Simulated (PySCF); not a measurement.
# C₂H₃NSe: NMR shieldings, spin-spin couplings, relativistic core levels, part 2 of 2

PySCF 2.14.0. Atoms count from 0. The steps go on from the part before.

## Step 8: NMR shieldings: PBE/pcJ-1 Se:dyall-v2z, spin-free

Job settings and geometry (Å):

```
{"job": {"kind": "hnmr", "xc": "PBE", "basis": {"default": "pcJ-1", "Se": "dyall-v2z"}, "rel": "sf"}, "charge": 0, "multiplicity": 1}
C     -1.018287    -0.027623     0.100110
Se     0.476037    -1.268204     0.262948
C      1.806428    -0.014022     0.163387
N      2.674578     0.756410     0.103745
H     -0.976672     0.488292    -0.866326
H     -1.921432    -0.650240     0.153840
H     -1.006775     0.686349     0.931980
```

With the program's defaults for keys left out, this is: PBE/pcJ-1 Se:dyall-v2z GIAO NMR shielding, spin-free X2C, Gaussian nuclei, gas phase.

Standard output:

```text
spin-free SCF
coarse grid: 30232 points
cycle   1  E = -2562.1823560658  dE =  2.333e-01  |g| = 5.531e-01  |ddm| = 2.503e+00
cycle   2  E = -2561.7797517168  dE =  4.026e-01  |g| = 1.385e+00  |ddm| = 1.477e+00
cycle   3  E = -2562.2117093676  dE = -4.320e-01  |g| = 3.510e-01  |ddm| = 1.260e+00
cycle   4  E = -2562.2355124422  dE = -2.380e-02  |g| = 1.281e-01  |ddm| = 2.589e-01
cycle   5  E = -2562.2389697206  dE = -3.457e-03  |g| = 3.197e-02  |ddm| = 1.268e-01
cycle   6  E = -2562.2392402615  dE = -2.705e-04  |g| = 6.625e-03  |ddm| = 4.014e-02
cycle   7  E = -2562.2392473577  dE = -7.096e-06  |g| = 2.650e-03  |ddm| = 8.815e-03
final grid: 62600 points
cycle   8  E = -2562.2394295772  dE =  7.455e-06  |g| = 5.879e-03  |ddm| = 9.120e-03
cycle   9  E = -2562.2393787992  dE =  5.078e-05  |g| = 1.531e-02  |ddm| = 1.978e-02
cycle  10  E = -2562.2394358602  dE = -5.706e-05  |g| = 3.994e-03  |ddm| = 1.347e-02
cycle  11  E = -2562.2394394081  dE = -3.548e-06  |g| = 3.724e-04  |ddm| = 2.582e-03
cycle  12  E = -2562.2394394231  dE = -1.502e-08  |g| = 1.774e-04  |ddm| = 3.260e-04
cycle  13  E = -2562.2394394293  dE = -6.204e-09  |g| = 7.292e-05  |ddm| = 1.896e-04
converged SCF energy = -2562.2394394293
check of the scalar solution
cycle   1  E = -2562.2394394293  dE = -2.562e+03  |FDS-SDF| = 7.292e-05
cycle   2  E = -2562.2394394256  dE =  3.611e-09  |FDS-SDF| = 1.411e-04
cycle   3  E = -2562.2394394304  dE = -4.765e-09  |FDS-SDF| = 1.516e-05
converged, E = -2562.2394394304

Field gradients (au) and densities at the nuclei (bohr^-3)
atom        Vxx        Vyy        Vzz        centre      nuclear mean
  0 C     -0.1275    -0.1692     0.2967        126.093        126.091
  1 Se     1.4594     5.4778    -6.9371      36632.028      36583.636
  2 C      0.0904     0.1009    -0.1912        126.503        126.501
  3 N      0.2240     0.6112    -0.8352        205.844        205.839
  4 H     -0.1375    -0.1475     0.2850          0.475          0.475
  5 H     -0.1331    -0.1508     0.2840          0.474          0.474
  6 H     -0.1375    -0.1475     0.2850          0.475          0.475
without picture change
  1 Se                          -7.1585                     58410.943

Core orbital energies (eV)
atom   shell        mean    spread
  1 Se 1s       -12490.735   0.000
  1 Se 2s        -1605.625   0.000
  1 Se 3s         -213.468   0.000
  1 Se 4s          -19.699   0.000
  1 Se 2p        -1412.344   0.136
  1 Se 3p         -153.022   0.454
  1 Se 3d          -53.277   0.422

Shielding tensors (ppm)
atom      isotropic    diamagn.    paramagn.     s11        s22        s33       span
  0 C       161.79      250.47      -88.69     138.17     161.96     185.23      47.07
  1 Se     1597.68     3010.22    -1412.55    1191.54    1438.00    2163.49     971.95
  2 C        64.33      260.42     -196.09     -51.51     -43.87     288.36     339.87
  3 N       -92.96      339.77     -432.73    -291.33    -251.24     263.68     555.01
  4 H        28.69       29.50       -0.81      22.98      26.75      36.34      13.37
  5 H        29.91       28.92        0.99      24.93      26.27      38.51      13.58
  6 H        28.70       29.37       -0.67      22.99      26.77      36.34      13.35
```

Run time: 9.2 s. Hardware: 1 thread of Arm Neoverse V2, shared host; peak memory 0.87 GiB.

## Step 9: Spin-spin couplings: PBE/pcJ-1 Se:dyall-v2z, spin-free

The job, as its differences from that of step 8:

```diff
@@ -1,2 +1,2 @@
-{"job": {"kind": "hnmr", "xc": "PBE", "basis": {"default": "pcJ-1", "Se": "dyall-v2z"}, "rel": "sf"}, "charge": 0, "multiplicity": 1}
+{"job": {"kind": "hj", "xc": "PBE", "basis": {"default": "pcJ-1", "Se": "dyall-v2z"}, "rel": "sf", "atoms": [1]}, "charge": 0, "multiplicity": 1}
 C     -1.018287    -0.027623     0.100110
```

Level: PBE/pcJ-1 Se:dyall-v2z indirect spin-spin coupling, X2C without spin-orbit coupling, Gaussian nuclei, gas phase.

Standard output:

```text
spin-free SCF
coarse grid: 30232 points
cycle   1  E = -2562.1823560658  dE =  2.333e-01  |g| = 5.531e-01  |ddm| = 2.503e+00
cycle   2  E = -2561.7797517168  dE =  4.026e-01  |g| = 1.385e+00  |ddm| = 1.477e+00
cycle   3  E = -2562.2117093676  dE = -4.320e-01  |g| = 3.510e-01  |ddm| = 1.260e+00
cycle   4  E = -2562.2355124422  dE = -2.380e-02  |g| = 1.281e-01  |ddm| = 2.589e-01
cycle   5  E = -2562.2389697206  dE = -3.457e-03  |g| = 3.197e-02  |ddm| = 1.268e-01
cycle   6  E = -2562.2392402615  dE = -2.705e-04  |g| = 6.625e-03  |ddm| = 4.014e-02
cycle   7  E = -2562.2392473577  dE = -7.096e-06  |g| = 2.650e-03  |ddm| = 8.815e-03
final grid: 62600 points
cycle   8  E = -2562.2394295772  dE =  7.455e-06  |g| = 5.879e-03  |ddm| = 9.120e-03
cycle   9  E = -2562.2393787992  dE =  5.078e-05  |g| = 1.531e-02  |ddm| = 1.978e-02
cycle  10  E = -2562.2394358602  dE = -5.706e-05  |g| = 3.994e-03  |ddm| = 1.347e-02
cycle  11  E = -2562.2394394081  dE = -3.548e-06  |g| = 3.724e-04  |ddm| = 2.582e-03
cycle  12  E = -2562.2394394231  dE = -1.502e-08  |g| = 1.774e-04  |ddm| = 3.260e-04
cycle  13  E = -2562.2394394293  dE = -6.204e-09  |g| = 7.292e-05  |ddm| = 1.896e-04
converged SCF energy = -2562.2394394293
two-component SCF
cycle   1  E = -2562.2394394289  dE = -2.562e+03  |FDS-SDF| = 7.292e-05
cycle   2  E = -2562.2394394253  dE =  3.619e-09  |FDS-SDF| = 1.411e-04
cycle   3  E = -2562.2394394301  dE = -4.779e-09  |FDS-SDF| = 1.516e-05
converged, E = -2562.2394394301

Indirect spin-spin couplings
  i        j     bonds      J/Hz   K/1e19 T2/J   anisotropy/Hz
  1  77Se   0  13C    1      -89.12     -153.98        83.8
  1  77Se   2  13C    1     -289.35     -499.95       245.2
  1  77Se   3  15N    2       35.06     -150.24        31.7
  1  77Se   4   1H    2        3.08        1.34       -16.9
  1  77Se   5   1H    2       58.89       25.59       -22.4
  1  77Se   6   1H    2        3.12        1.35       -16.8
```

Wall time 15 s (1 thread of Arm Neoverse V2, shared host); peak memory 0.73 GiB.

## Step 10: Shieldings side by side

```tsv
run	Se1	C2	C0	N3	H6	H4	H5	time
step 3, PBE/pcJ-1 Se:dyall-v2z, spin–orbit	1868.4	81.4	171.4	-89.6	28.5	28.5	29.8	26 s
step 6, PBE/pcJ-1 Se:dyall-v2z, non-relativistic	1623.3	65.2	163.6	-94.3	28.8	28.7	29.9	7.1 s
step 8, PBE/pcJ-1 Se:dyall-v2z, spin-free	1597.7	64.3	161.8	-93.0	28.7	28.7	29.9	9.2 s
```

## Step 11: Summary of results

What follows sums up all 2 parts.

```
                                                                    quantity                                        value
                                                                 point group                                           Cs
                                        rotational constants (main isotopes)                        10.28, 3.47, 2.64 GHz
energy from spin-orbit coupling (step 3, PBE/pcJ-1 Se:dyall-v2z, spin–orbit)                                   -0.0646 Eh
                     shieldings (step 3, PBE/pcJ-1 Se:dyall-v2z, spin–orbit)  C0 171.4, Se1 1868.4, C2 81.4, N3 -89.6 ppm
energy from spin-orbit coupling (step 4, PBE/pcJ-1 Se:dyall-v2z, spin–orbit)                                   -0.0646 Eh
       largest reduced coupling (step 4, PBE/pcJ-1 Se:dyall-v2z, spin–orbit)    Se1–C2: J = -281.6 Hz, K = -486·10¹⁹ T²/J
       Se1 3d5/2 binding energy (step 5, PBE/pcJ-1 Se:dyall-v2z, spin–orbit)                       62.9 eV, 3d3/2 63.8 eV
energy from spin-orbit coupling (step 5, PBE/pcJ-1 Se:dyall-v2z, spin–orbit)                                   -0.0646 Eh
               shieldings (step 6, PBE/pcJ-1 Se:dyall-v2z, non-relativistic)  C0 163.6, Se1 1623.3, C2 65.2, N3 -94.3 ppm
 largest reduced coupling (step 7, PBE/pcJ-1 Se:dyall-v2z, non-relativistic)    Se1–C2: J = -242.8 Hz, K = -420·10¹⁹ T²/J
                      shieldings (step 8, PBE/pcJ-1 Se:dyall-v2z, spin-free)  C0 161.8, Se1 1597.7, C2 64.3, N3 -93.0 ppm
        largest reduced coupling (step 9, PBE/pcJ-1 Se:dyall-v2z, spin-free)    Se1–C2: J = -289.4 Hz, K = -500·10¹⁹ T²/J
```

In words: Over 6 steps the energy fell by 0.064 eV; of the close pairs, C2–N3 changed most, 1.189 to 1.162 Å. No frequency check was run at this level, so the end point may be a saddle. In step 3, Se1 has the widest tensor, 1003 ppm. Se1 moves most between the runs, by 271 ppm; the labels say what changes from run to run.
